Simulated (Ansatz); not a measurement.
# Li2In: the cost of one run

Method: DFT PBE, scalar-relativistic, plane waves, PAW, in Ansatz 0.2.0.

1 further run of the same task is left out (set aside as unsound or not needed).

## 1. The structure to begin with

The structure is hexagonal, space group P6/mmm (No. 191). The conventional cell has a = 5.061 Å, b = 5.061 Å, c = 23.800 Å, α = 90.00°, β = 90.00°, γ = 120.00°. Li (site symmetry -6m2) is surrounded by 3 Li at 2.92 Å and 3 In at 2.92 Å. In (site symmetry 6/mmm) has 6 Li at 2.92 Å as nearest neighbours.

As a file:

```cif
data_structure
_symmetry_space_group_name_H-M 'P6/mmm'
_symmetry_Int_Tables_number 191
_cell_length_a 5.0610
_cell_length_b 5.0610
_cell_length_c 23.8000
_cell_angle_alpha 90.000
_cell_angle_beta 90.000
_cell_angle_gamma 120.000
_cell_volume 527.94
loop_
_atom_site_label
_atom_site_type_symbol
_atom_site_symmetry_multiplicity
_atom_site_Wyckoff_symbol
_atom_site_fract_x
_atom_site_fract_y
_atom_site_fract_z
_atom_site_occupancy
Li1 Li 2 c 0.33333 0.66667 0.00000 1
In1 In 1 a 0.00000 0.00000 0.00000 1
```

The cell was relaxed beforehand at this level, from a generated guess; it needn't be the stable form of this composition. At a tolerance of 0.05 Å it has layer group p6/mmm (No. 80); it has 7.39 Å²/atom, an uncorrected energy of +0.31 eV/atom over the elements.

It is a sheet, periodic along a and b, with vacuum along c; volumes and pressures of the box carry no meaning, and space groups named for it are those of the box.

## 2. Bands, states and charges

input.yaml

```yaml
crystal:
  lattice:
    - [5.0610345962, 0.0, 0.0]
    - [-2.5305172981, 4.3829845298, 0.0]
    - [0.0, 0.0, 23.8]
  atoms:
    - { symbol: Li, position: [0.3333333333, 0.6666666667, 0.2941176471] }
    - { symbol: Li, position: [0.6666666667, 0.3333333333, 0.2941176471] }
    - { symbol: In, position: [0.0, 0.0, 0.2941176471] }
  periodic: [true, true, false]
basis:
  ecutwfc: 420
kpoints:
  mp_grid: { grid: [12, 12, 1] }
  band_path:
    path:
      - [0.0, 0.0, 0.0]
      - [0.5, 0.0, 0.0]
      - [0.33333333, 0.33333333, 0.0]
      - [0.0, 0.0, 0.0]
    npoints: 14
hamiltonian:
  xc: pbe
scf:
  occupations: { method: gaussian, width: 0.1 }
  n_extra_bands: 7
output:
  forces: true
  stress: true
  eigenvalues: true
  populations: true
  dos: { projected: true, de: 0.02, nscf_kmesh: { grid: [15, 15, 1] } }
  bader: true
```

Run with:

```sh
$ ansatz run input.yaml --threads 1 --pin off --max-ram 2048MiB --backend cpu --events-out ev --progress --plain --runs-dir out
```

Q: Estimate wall time and peak memory on 1 thread of AMD EPYC 7B13 (Zen 3), shared host.

About 70 s, with a peak of 0.72 GiB.
